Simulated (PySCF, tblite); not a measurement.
# C₇H₇GeN: geometry, infrared bands and NMR shifts

Wanted: the infrared bands and NMR shifts of C₇H₇GeN (`C=C(C#N)[C]1=CC=[CH][GeH2]1`), by calculation.

Computed with tblite 0.8.0 and PySCF 2.14.0, with density-fitted response routines of our own, on a single molecule in the gas phase. Atoms are numbered from 0 throughout.

## Step 1: Starting geometry

16 atoms, charge 0, multiplicity 1; geometry from: force field or distance geometry start.

Bonds of the start (Å): C0–C1 1.34, C1–C2 1.43, C2–N3 1.17, C1–C4 1.46, C4–C5 1.32, C5–C6 1.40, C6–C7 1.31, C7–Ge8 1.93, Ge8–C4 1.94, C0–H9 1.07, C0–H10 1.08, C5–H11 1.12, C6–H12 1.12, C7–H13 1.06, Ge8–H14 1.51, Ge8–H15 1.54.

## Step 2: Optimising the geometry with GFN2-xTB

Job settings and geometry (Å):

```
{"job": {"kind": "relax", "xc": "GFN2-xTB", "basis": "xTB"}, "charge": 0, "multiplicity": 1}
C      2.184300    -0.775800     0.772500
C      1.621600     0.113500    -0.057500
C      2.450800     0.994500    -0.824700
N      3.112400     1.731600    -1.454900
C      0.165500     0.129000    -0.110800
C     -0.602900     0.906600    -0.853600
C     -1.993200     0.776900    -0.781800
C     -2.511700    -0.121200     0.026200
Ge    -1.034800    -1.020900     0.885300
H      3.255700    -0.786900     0.827100
H      1.605000    -1.461900     1.376900
H     -0.103700     1.658900    -1.518400
H     -2.696800     1.415800    -1.374800
H     -3.536400    -0.349200     0.186200
H     -0.922300    -2.471500     0.488800
H     -1.001000    -0.730300     2.402200
```

On the command line:

```console
$ OMP_NUM_THREADS=1 python probes_run.py task.json out
```

This one command runs all jobs of the session in turn.

The program printed:

```text
step      E/eV     max force
  0    -632.68534    3.396
  1    -632.65471    9.901
  2    -632.84678    3.228
  3    -632.93791    1.405
  4    -632.98073    0.400
  5    -633.00052    0.596
  6    -633.02840    0.446
  7    -633.04147    0.326
  8    -633.04867    0.193
  9    -633.05478    0.277
 10    -633.06164    0.260
 11    -633.06723    0.222
 12    -633.07047    0.156
 13    -633.07243    0.157
 14    -633.07411    0.128
 15    -633.07569    0.120
 16    -633.07695    0.093
 17    -633.07807    0.110
 18    -633.07945    0.139
 19    -633.08140    0.201
 20    -633.08396    0.204
 21    -633.08643    0.123
 22    -633.08806    0.090
 23    -633.08906    0.069
 24    -633.08998    0.092
 25    -633.09107    0.084
 26    -633.09224    0.101
 27    -633.09326    0.083
 28    -633.09399    0.068
 29    -633.09445    0.075
 30    -633.09477    0.053
 31    -633.09498    0.029
 32    -633.09511    0.029
 33    -633.09518    0.020
 34    -633.09523    0.020
 35    -633.09528    0.021
 36    -633.09532    0.020
 37    -633.09535    0.013
 38    -633.09537    0.013
 39    -633.09537    0.011
 40    -633.09538    0.007
```

It took 0.98 s on 1 thread of Intel Xeon at 2.50GHz, shared host; peak memory 0.18 GiB.

Along the way: (not every step is listed) (the energy doesn't fall at every step)

```csv
step,energy from step 0 (eV),largest force (eV/Å)
0,0.0000,3.3958
1,0.0306,9.9008
2,-0.1614,3.2284
3,-0.2526,1.4048
4,-0.2954,0.3999
5,-0.3152,0.5960
6,-0.3431,0.4457
7,-0.3561,0.3258
8,-0.3633,0.1932
10,-0.3763,0.2604
12,-0.3851,0.1557
14,-0.3888,0.1277
16,-0.3916,0.0933
18,-0.3941,0.1391
20,-0.3986,0.2041
22,-0.4027,0.0898
24,-0.4046,0.0916
26,-0.4069,0.1012
28,-0.4086,0.0679
30,-0.4094,0.0528
32,-0.4098,0.0292
34,-0.4099,0.0198
35,-0.4099,0.0206
36,-0.4100,0.0199
37,-0.4100,0.0129
38,-0.4100,0.0135
39,-0.4100,0.0106
40,-0.4100,0.0070
```

Distances of close pairs at the start and the end, largest changes first:

```csv
bond,before (Å),after (Å),change (Å)
C5–C6,1.398,1.451,+0.053
Ge8–H15,1.545,1.501,-0.044
C5–H11,1.121,1.082,-0.039
C6–H12,1.120,1.082,-0.039
C4–Ge8,1.938,1.967,+0.029
C4–C5,1.322,1.350,+0.028
C2–N3,1.174,1.146,-0.028
C6–C7,1.315,1.340,+0.026
```

The final coordinates are the input of the step that follows.

## Step 3: Harmonic vibrations with GFN2-xTB

Job settings and geometry (Å):

```
{"job": {"kind": "ir", "xc": "GFN2-xTB", "basis": "xTB"}, "charge": 0, "multiplicity": 1}
C      2.306938    -0.770023     0.776247
C      1.616692     0.069704    -0.008113
C      2.315368     0.998093    -0.825930
N      2.865343     1.752291    -1.490726
C      0.171974     0.091027    -0.076928
C     -0.543783     0.923990    -0.861986
C     -1.990479     0.817009    -0.815472
C     -2.529407    -0.097754     0.002322
Ge    -1.091274    -1.043176     0.916943
H      3.382734    -0.767218     0.809822
H      1.787123    -1.480076     1.402023
H     -0.089950     1.657294    -1.515096
H     -2.578810     1.475996    -1.439413
H     -3.593130    -0.236738     0.091287
H     -0.989050    -2.510119     0.616410
H     -1.047887    -0.871357     2.407198
```

The program printed:

```text
mode    cm-1     km/mol
  1      41.5      3.22
  2     115.2      3.52
  3     131.1      0.21
  4     176.3      3.07
  5     218.1      0.27
  6     299.3      2.59
  7     325.9      5.95
  8     361.6      0.01
  9     364.5      1.25
 10     445.1     68.17
 11     471.6     10.98
 12     548.2     72.17
 13     581.1      0.35
 14     583.8     15.90
 15     633.8      9.11
 16     639.5      3.17
 17     690.5     11.31
 18     733.9     50.32
 19     747.8     35.96
 20     819.4    179.46
 21     869.0      2.82
 22     869.9     27.12
 23     878.4     15.53
 24     914.4      0.81
 25    1000.3      4.92
 26    1038.2      0.98
 27    1116.7      1.82
 28    1235.9      1.34
 29    1293.2      8.29
 30    1297.0      0.98
 31    1378.8      2.53
 32    1519.7      5.86
 33    1598.7      2.22
 34    1616.3     21.38
 35    1963.1    222.81
 36    2023.4    469.97
 37    2377.2    163.11
 38    3054.2     20.59
 39    3063.9     42.21
 40    3070.5     29.21
 41    3096.3     37.16
 42    3133.5     14.19
```

Wall time 1.9 s (1 thread of Intel Xeon at 2.50GHz, shared host); peak memory 0.18 GiB.

Which atoms move in the most intense modes:

```csv
cm⁻¹,km/mol,atoms
445,68.2,"H15 22 %, H14 22 %, C4 12 %, C7 11 %"
548,72.2,"H15 27 %, H14 27 %, C6 11 %, C5 10 %"
734,50.3,"H13 54 %, H12 13 %"
819,179.5,"H14 48 %, H15 48 %"
1963,222.8,"H14 50 %, H15 49 %"
2023,470.0,"H15 50 %, H14 48 %"
2377,163.1,"C2 60 %, N3 39 %"
3064,42.2,"H11 63 %, H12 25 %"
```

## Step 4: NMR shieldings: PBE0/pcSseg-1

Same as in step 3 but for these lines:

```diff
@@ -1,2 +1,2 @@
-{"job": {"kind": "ir", "xc": "GFN2-xTB", "basis": "xTB"}, "charge": 0, "multiplicity": 1}
+{"job": {"kind": "nmr", "xc": "PBE0", "basis": "pcSseg-1"}, "charge": 0, "multiplicity": 1}
 C      2.306938    -0.770023     0.776247
```

With the program's defaults for keys left out, this is: GIAO PBE0/pcSseg-1 NMR shielding, non-relativistic, gas phase.

The program printed:

```text
coarse grid: 66104 points
cycle   1  E = -2401.6194582287  dE =  7.858e-01  |g| = 9.646e-01  |ddm| = 4.266e+00
cycle   2  E = -2401.4719400413  dE =  1.475e-01  |g| = 1.233e+00  |ddm| = 1.552e+00
cycle   3  E = -2401.6781798475  dE = -2.062e-01  |g| = 4.228e-01  |ddm| = 1.213e+00
cycle   4  E = -2401.7171583461  dE = -3.898e-02  |g| = 8.891e-02  |ddm| = 3.787e-01
cycle   5  E = -2401.7185276388  dE = -1.369e-03  |g| = 1.779e-02  |ddm| = 8.531e-02
cycle   6  E = -2401.7185964633  dE = -6.882e-05  |g| = 6.872e-03  |ddm| = 2.068e-02
cycle   7  E = -2401.7186069677  dE = -1.050e-05  |g| = 2.434e-03  |ddm| = 9.022e-03
cycle   8  E = -2401.7186085232  dE = -1.555e-06  |g| = 6.075e-04  |ddm| = 3.032e-03
final grid: 140096 points
cycle   9  E = -2401.7185728727  dE =  1.525e-07  |g| = 1.038e-03  |ddm| = 2.228e-03
cycle  10  E = -2401.7185721352  dE =  7.376e-07  |g| = 2.019e-03  |ddm| = 2.709e-03
cycle  11  E = -2401.7185731213  dE = -9.861e-07  |g| = 2.304e-04  |ddm| = 1.844e-03
cycle  12  E = -2401.7185731320  dE = -1.070e-08  |g| = 4.737e-05  |ddm| = 2.058e-04
cycle  13  E = -2401.7185731325  dE = -5.266e-10  |g| = 8.518e-06  |ddm| = 4.640e-05
converged SCF energy = -2401.7185731325

GIAO shielding tensors (ppm)
atom      isotropic    diamagn.    paramagn.     s11        s22        s33       span
  0 C       48.747     250.648    -201.900    -61.065     58.120    149.187    210.253
  1 C       57.540     254.783    -197.243    -50.016     74.041    148.595    198.611
  2 C       65.612     259.474    -193.862    -53.840    -43.430    294.108    347.948
  3 N      -50.620     341.787    -392.407   -202.476   -184.354    234.969    437.445
  4 C       37.020     260.950    -223.930    -44.086     15.313    139.835    183.921
  5 C       33.794     253.146    -219.351    -65.271     31.523    135.132    200.403
  6 C       31.674     253.171    -221.496    -82.970     38.270    139.724    222.694
  7 C       49.352     261.089    -211.738    -58.384     42.488    163.951    222.335
  8 Ge    1497.368    2754.914   -1257.545   1385.765   1483.356   1622.984    237.219
  9 H       25.567      27.245      -1.678     22.826     24.187     29.688      6.862
 10 H       25.598      31.648      -6.050     22.748     23.435     30.611      7.863
 11 H       24.275      34.030      -9.755     22.422     22.592     27.810      5.387
 12 H       24.383      29.786      -5.403     22.691     22.804     27.654      4.964
 13 H       25.186      30.340      -5.154     24.040     24.855     26.663      2.623
 14 H       26.956      29.006      -2.050     20.427     21.908     38.532     18.105
 15 H       26.959      29.004      -2.045     20.433     21.906     38.538     18.105
```

Run time: 2.6 min. Hardware: 1 thread of Intel Xeon at 2.50GHz, shared host; peak memory 1 GiB.

The references, computed at this level on geometries of the same kind, shield at (ppm): ¹H TMS 31.72, ¹³C TMS 186.9, ¹⁵N NH3 267.7, ⁷³Ge GeMe4 1331. Their shielding less the atom's gives the shift. The references are single molecules in the gas phase, so shifts against H2O, NH3, PH3, H3PO4 or CFCl3 are not on the usual liquid scales and can be off by tens of ppm. Atoms listed in one row are averaged.

```csv
atoms,environment,σ (ppm),δ (ppm)
C6,alkene CH,31.7,155.3
C5,alkene CH,33.8,153.1
C4,fully substituted alkene carbon,37.0,149.9
C0,terminal =CH2 carbon,48.7,138.2
C7,alkene CH,49.4,137.6
C1,fully substituted alkene carbon,57.5,129.4
C2,nitrile carbon,65.6,121.3
H11,hydrogen on an alkene CH,24.27,7.44
H12,hydrogen on an alkene CH,24.38,7.33
H13,hydrogen on an alkene CH,25.19,6.53
H9,hydrogen on a terminal =CH2 carbon,25.57,6.15
H10,hydrogen on a terminal =CH2 carbon,25.60,6.12
"H14, H15","hydrogen on a germanium bonded to 2 C, in a 5-membered ring",26.96,4.76
N3,nitrile nitrogen,-50.6,318.3
Ge8,"germanium bonded to 2 C, 2 H, in a 5-membered ring",1497,-166
```

The run also stored atomic charges by several schemes (e):

```csv
atoms,Mulliken,IAO,Hirshfeld,ESP fit
C0,-0.01,-0.27,-0.07,-0.33
C1,-0.22,-0.02,0.01,-0.13
C2,0.12,0.14,0.08,0.45
N3,-0.24,-0.24,-0.21,-0.47
C4,-0.38,-0.23,-0.09,-0.10
C5,-0.09,-0.14,-0.04,-0.12
C6,-0.03,-0.13,-0.04,-0.07
C7,-0.39,-0.38,-0.13,-0.43
Ge8,0.64,0.61,0.33,0.48
```

Mayer bond orders: C0–C1 1.88, C1–C2 1.02, C2–N3 3.01, C1–C4 1.03, C4–C5 1.71, C5–C6 1.12, C6–C7 1.76, C7–Ge8 0.90, Ge8–C4 0.79.

Ring of atoms C4, C5, C6, C7, Ge8: NICS(0) 0.9, NICS(1) -1.7, NICS(1)zz 3.0 ppm (means of both faces).

Orbitals, density, ELF and potential are computed afterwards from the orbital file.

Frontier orbitals at PBE0/pcSseg-1, with the share of their density that lies nearest to each atom:

```csv
orbital,energy (eV),lies on
HOMO,-6.78,"C4, C7 about 21 % each; C0, C5 about 16 % each; C6 9 %"
LUMO,-2.37,"C0, C5, C7 about 16 % each; C4 12 %; C1, C6 about 7 % each"
```

ELF in a plane through or near 14 of the atoms.

Ten even steps from '0' (0.00) to '9' (1.00):
```
0000000000000000000000000000
0000000000000000000000000000
0000014553000000000000000000
0000268987400263000000000000
0000489877501999204997100000
0000378427602999408999400000
0000246875611898549999300000
0000136707510436662884000000
0000002568844783744630000000
0000000033676725147458981000
0000587458377266153969994000
0000999943613871249689993000
0000999847810416326534650000
0000586489950214613200000000
0000000189950133231000000000
0000000069900012320000000000
0000000000000000000000000000
0000000000000000000000000000
0000000000000000000000000000
0000000000000000000000000000
```
The map spans 12.4 Å across and 10.1 Å up, centred on the molecule. Atoms in the plane (x, y in Å): C0 (-2.4, -1.0), C1 (-1.6, 0.1), C2 (-2.3, 1.4), N3 (-2.8, 2.4), C4 (-0.2, 0.1), C5 (0.6, 1.2), C6 (2.0, 1.1), C7 (2.5, -0.2), Ge8 (1.0, -1.4), H9 (-3.4, -0.9), H10 (-1.9, -1.9), H11 (0.2, 2.2), H12 (2.7, 1.9), H13 (3.6, -0.4).

On the surface of density 0.002 e/bohr³ the electrostatic potential runs, from the 1st to the 99th percentile, from -1.70 V near N3 to 1.41 V near H10.

## Step 5: What came out

| quantity | value |
| --- | --- |
| strongest single infrared mode (GFN2-xTB) | 2023 cm⁻¹, 470 km/mol |
| zero-point energy (GFN2-xTB) | 67.7 kcal/mol |
| ¹³C shifts against TMS (PBE0/pcSseg-1) | 155.3, 153.1, 149.9, 138.2, 137.6, 129.4, 121.3 ppm |
| ¹H shifts against TMS (PBE0/pcSseg-1, means over atoms taken as alike) | 7.44, 7.33, 6.53, 6.15, 6.12, 4.76 ppm |
| ¹⁵N shifts against NH3 (PBE0/pcSseg-1) | 318.3 ppm |
| ⁷³Ge shifts against GeMe4 (PBE0/pcSseg-1) | -166 ppm |
| surface potential, 1st and 99th percentile | -1.70 V and 1.41 V |

The optimisation took 40 steps and gained 0.410 eV; among the close pairs (by a distance rule), C5–C6 changed most, from 1.398 to 1.451 Å. All 42 modes are real, so the xTB geometry is a minimum. The strongest single mode, at 2023 cm⁻¹, moves mainly H15 and H14. Unscaled tight-binding wavenumbers are off by several per cent, some by more. Its intensities can rank the bands wrongly. At PBE0/pcSseg-1: The largest span, 437 ppm, is at N3, where the paramagnetic term is -392 ppm. By nearest atom (PBE0/pcSseg-1), the HOMO sits on C4, C7 about 21 % each; C0, C5 about 16 % each and the LUMO on C0, C5, C7 about 16 % each; C4 12 %. Spin-orbit coupling is left out, which matters for shieldings and couplings at and beside the heavy atoms.
